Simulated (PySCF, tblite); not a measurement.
**C₆H₉O₂P: geometry, infrared bands and NMR shifts**

Wanted: the infrared bands and NMR shifts of C₆H₉O₂P (`CC[P@H](=O)c1ccco1`), by calculation.

Programs: tblite 0.8.0 and PySCF 2.14.0, with density-fitted response routines of our own. Each step states its level of theory. These are calculated values for one molecule in the gas phase, unless marked as measured. Atoms are numbered from 0 throughout.

## 1. The molecule as given

18 atoms, charge 0, multiplicity 1; geometry from: force field or distance geometry start.

Bonds of the start (Å): C0–C1 1.49, C1–P2 1.80, P2–O3 1.50, P2–C4 1.78, C4–C5 1.38, C5–C6 1.40, C6–C7 1.39, C7–O8 1.30, O8–C4 1.34, C0–H9 1.09, C0–H10 1.13, C0–H11 1.10, C1–H12 1.14, C1–H13 1.11, P2–H14 1.41, C5–H15 1.06, C6–H16 1.08, C7–H17 1.08.

## 2. Optimising the geometry with GFN2-xTB

The job: settings as JSON, then the geometry in Å.

```
{"job": {"kind": "relax", "xc": "GFN2-xTB", "basis": "xTB"}, "charge": 0, "multiplicity": 1}
C     -2.052700     1.153200    -0.345300
C     -2.033400    -0.332900    -0.412000
P     -0.716200    -1.081800     0.565400
O     -0.990800    -0.831600     2.018700
C      0.903500    -0.535800     0.083800
C      1.323100     0.700200    -0.356300
C      2.692700     0.581300    -0.603200
C      3.023200    -0.737800    -0.294900
O      1.949700    -1.367100     0.094700
H     -1.673300     1.495500     0.618000
H     -3.140600     1.455900    -0.423300
H     -1.542900     1.617300    -1.203300
H     -3.007200    -0.672100     0.073100
H     -2.064600    -0.733100    -1.449500
H     -0.831100    -2.478300     0.373300
H      0.745500     1.582900    -0.467100
H      3.387100     1.333000    -0.947500
H      4.019200    -1.142700    -0.395400
```

The run is started by

```console
> OMP_NUM_THREADS=1 python probes_run.py task.json out
```

One launch serves the whole session: the jobs run in the order shown.

**Question.** This job is followed by: GFN2-xTB harmonic vibrations, gas phase; GIAO PBE0/pcSseg-1 NMR shielding, non-relativistic, gas phase. What will the session give for the following? strongest single infrared mode (GFN2-xTB); zero-point energy (GFN2-xTB); 13C shifts against TMS (PBE0/pcSseg-1); 1H shifts against TMS (PBE0/pcSseg-1, means over atoms taken as alike); 31P shifts against H3PO4 (PBE0/pcSseg-1); 17O shifts against H2O (PBE0/pcSseg-1); surface potential, 1st and 99th percentile.

**Answer**, as computed:

```
                                                              quantity                                         value
                             strongest single infrared mode (GFN2-xTB)                         1287 cm⁻¹, 244 km/mol
                                          zero-point energy (GFN2-xTB)                                 86.2 kcal/mol
                                13C shifts against TMS (PBE0/pcSseg-1)     152.6, 152.1, 132.2, 118.1, 28.6, 5.5 ppm
1H shifts against TMS (PBE0/pcSseg-1, means over atoms taken as alike)  8.01, 7.76, 7.67, 6.83, 1.93, 1.60, 1.11 ppm
                              31P shifts against H3PO4 (PBE0/pcSseg-1)                                     -22.2 ppm
                                17O shifts against H2O (PBE0/pcSseg-1)                               301.0, 48.8 ppm
                                 surface potential, 1st and 99th percentile                            -2.22 V and 1.30 V
```

The optimisation took 161 steps and gained 0.616 eV; among the close pairs (by a distance rule), C1–H12 changed most, from 1.140 to 1.093 Å. All 48 modes are real, so the xTB geometry is a minimum. The strongest single mode, at 1287 cm⁻¹, moves mainly O3 and P2. GFN2-xTB is a fitted tight-binding method: band positions and strengths are rough. Its intensities can rank the bands wrongly. At PBE0/pcSseg-1: The widest tensor belongs to O8: span 383 ppm, with a paramagnetic part of -365 ppm. NICS(1)zz of -27 ppm above the planar ring from C4 marks a diatropic (aromatic) ring current. At PBE0/pcSseg-1, counted by nearest atom on the grid, the HOMO lies on C4, C7 about 29 % each; C5, C6 about 11 % each, the LUMO on C4, C7 about 21 % each; O8 14 %.
